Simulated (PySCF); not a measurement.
# [HfBr2]2+: other functionals and bases at one geometry

The task here is to estimate one member of a computed series from the others.

The runs use PySCF 2.14.0; several levels, as the steps say, no spin–orbit coupling.

1 further run of the same task is left out (for a known fault of the program).

## Where the work starts

3 atoms, charge 2, spin multiplicity 1.

Bond lengths: Hf1–Br2 2.346 Å, Hf1–Br3 2.346 Å. Angles: Br2–Hf1–Br3 103.1°.

Geometry (Å):

```xyz
3
charge 2, multiplicity 1
Hf    0.00000    0.00000   -0.76791
Br    1.83800    0.00000    0.69073
Br   -1.83800    0.00000    0.69073
```

Formal oxidation states: Hf +4. An earlier session relaxed this geometry at PBE0, Hf def2-SVP with ECP60, Br def2-SVP (singlet, point group C2v).

At PBE0 on the finer grid: E = -5194.408750 Eh, HOMO -19.26 eV, LUMO -15.00 eV, Mulliken charge on Hf1 +1.52 e, largest force component 0.019 eV/Å. 

Levels to run: BP86; PBE; PBE0, TZVP. Hardware: 2 threads of Arm Neoverse N1, shared host.

The first run:

run.py (the lines that set the calculation)

```python
mol = gto.M(atom='''
Hf     0.00000     0.00000    -0.76791
Br     1.83800     0.00000     0.69073
Br    -1.83800     0.00000     0.69073''',
    basis={'Hf': 'def2-SVP', 'Br': 'def2-SVP'},
    ecp={'Hf': 'def2-SVP'},
    charge=2, spin=0)
mf = dft.RKS(mol, xc='B88,P86')
mf.grids.atom_grid = (75, 302)
mf = mf.density_fit()  # fitting sets: Hf def2-universal-JKFIT, Br def2-universal-JKFIT
mf.conv_tol = 1e-08; mf.max_cycle = 55
mf.kernel(dm0)  # dm0: the density of the relaxed state
```

Launch:

```console
> OMP_NUM_THREADS=2 python run.py
```

Steps of the session up to this table: BP86; PBE; PBE0, TZVP.

One of the session's tables, all rows but one given; the rest of the session is left out.

```
              level  HOMO (eV)  gap (eV)  charge on Hf1 (e)  dipole (D)  largest force component (eV/Å)
PBE0 (relaxed here)     -19.26      4.26               1.52        5.08                            0.02
               BP86     -18.24      2.45               1.42        4.49                            0.61
                PBE     -18.13      2.28               1.40        4.44                            0.56
         PBE0, TZVP          ?         ?                  ?           ?                               ?
```

Q: Estimate the row for PBE0, TZVP from the others.

The run gave: HOMO (eV): -19.15; gap (eV): 4.30; charge on Hf1 (e): 1.63; dipole (D): 4.83; largest force component (eV/Å): 0.25. In the column «HOMO (eV)» it lies between PBE0 (relaxed here) (-19.26) and BP86 (-18.24).

The dipole of a charged species depends on the origin, so these sizes hold for this origin alone.

In one basis the HOMO–LUMO gap runs from 2.28 eV (PBE) to 4.26 eV (PBE0). The largest leftover force, 0.61 eV/Å with BP86, stands at a geometry relaxed at another level. Total energies of different levels can't be compared.
